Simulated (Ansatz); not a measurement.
Working through a convergence test of the k-point mesh of Fe, space group P6_3/mmc

Program: the Python package of Ansatz (0.2.0).

Interactive session:
```pycon
>>> import csv
>>> import warnings
>>> import ansatz as az
>>> from ase import Atoms
>>> warnings.simplefilter("ignore", az.DeckWarning)
>>> atoms = Atoms(
...     ["Fe", "Fe"],
...     scaled_positions=[
...         (1 / 3, 2 / 3, 0.25),
...         (2 / 3, 1 / 3, 0.75),
...     ],
...     cell=[
...         (2.347, 0.0, 0.0),
...         (-1.1735, 2.03256, 0.0),
...         (0.0, 0.0, 3.797),
...     ],
...     pbc=True,
... )
>>> atoms.set_initial_magnetic_moments([4.5, -4.5])
>>> system = az.Crystal.from_ase(atoms)
>>> system.resolved().sites[-1]
Site(symbol='Fe', position=(0.6666666666666666, 0.3333333333333333, 0.75), moment=-4.5, axis=None, held=None, saved=None)
>>> base = (
...     system.calculation()
...     .spin("collinear")
...     .functional("pbesol")
...     .pseudopotentials("paw")
...     .basis(16 * az.Ha)
...     .occupations(az.OccupationsMethod.FERMI_DIRAC, width=0.15)
... )
>>> rows = []
>>> for value in [(4, 4, 2), (5, 5, 3), (7, 7, 4), (9, 9, 5), (11, 11, 6), (13, 13, 7)]:
...     r = base.kpoints(mesh=value).run(threads=1, backend="cpu").report
...     rows.append((value, r["free_energy_ev"] / len(r["lattice"]["sites"]), r["n_iterations"], r["magnetization_mub"], r["n_kpoints"]))
...
RunWarning: the starting moments were not kept: the SCF closed with an absolute magnetisation of 9.7e-6 μB, where they sum to 9 μB in size (2 sites). That is at most 0.1 of that sum. Measured as dr2_m measures the in/out step, that magnetisation stands 8.0e-11 eV from none, at or under the dr2_threshold of 1.0e-7 eV: it is no larger than a step whose dr2_m would equal this threshold. The system [...]
>>> with open("kconv.csv", "w", newline="") as handle:
...     writer = csv.writer(handle)
...     writer.writerow(["mesh", "F/atom (eV)", "iterations", "moment (muB)", "k-points"])
...     writer.writerows([round(v, 5) if isinstance(v, float) else v for v in row] for row in rows)
...
51
>>> # the last row is the reference
>>> for row in rows[:-1]:
...     shift = 1000 * (row[1] - rows[-1][1])
...     print(f"{row[0]}: {shift:+.2f} meV/atom" + ("  (within 2 meV)" if abs(shift) < 2 else ""))
...
(4, 4, 2): -69.62 meV/atom
(5, 5, 3): +29.03 meV/atom
(7, 7, 4): +18.12 meV/atom
(9, 9, 5): -7.97 meV/atom
(11, 11, 6): -0.80 meV/atom  (within 2 meV)
```

File `kconv.csv` afterwards:
```csv
mesh,F/atom (eV),iterations,moment (muB),k-points
"(4, 4, 2)",-4448.91269,16,-0.0,8
"(5, 5, 3)",-4448.81404,14,-0.0,10
"(7, 7, 4)",-4448.82495,15,0.0,24
"(9, 9, 5)",-4448.85104,14,0.0,36
"(11, 11, 6)",-4448.84387,13,0.0,64
"(13, 13, 7)",-4448.84307,14,0.0,84
```

From 11×11×6 on it stays within 2 meV an atom of the value at 13×13×7; the first row (4×4×2) is off by 69.6 meV and the last but one by 0.80 meV. That rests on few rows after larger swings, so the series isn't shown to be converged. This holds for F at a smearing of 0.15 eV; a narrower one needs a denser mesh. It goes up and down, since the sum over k-points isn't variational. The last run costs about 6.9 times the first.

Reading the output:
- The SCF didn't keep the moments it started from (some shrank, vanished or turned); what is printed is the state reached.
- The overall sign of a collinear moment is arbitrary, and semilocal functionals can give small moments to compounds that are paramagnetic.
- The smearing is wide enough that free energy and stress hold a thermal part of the electrons.
- This isn't the structure that Fe takes at ambient conditions.
- Warnings are shown shortened and without file and line.
- Shifts are counted from the finest mesh, which is itself no proven limit.
- The script silences the warnings on its input, which a real study should read.
- Timing: 110 s on 1 thread of Arm Neoverse V1, with other jobs on the host, peak memory 0.45 GiB.
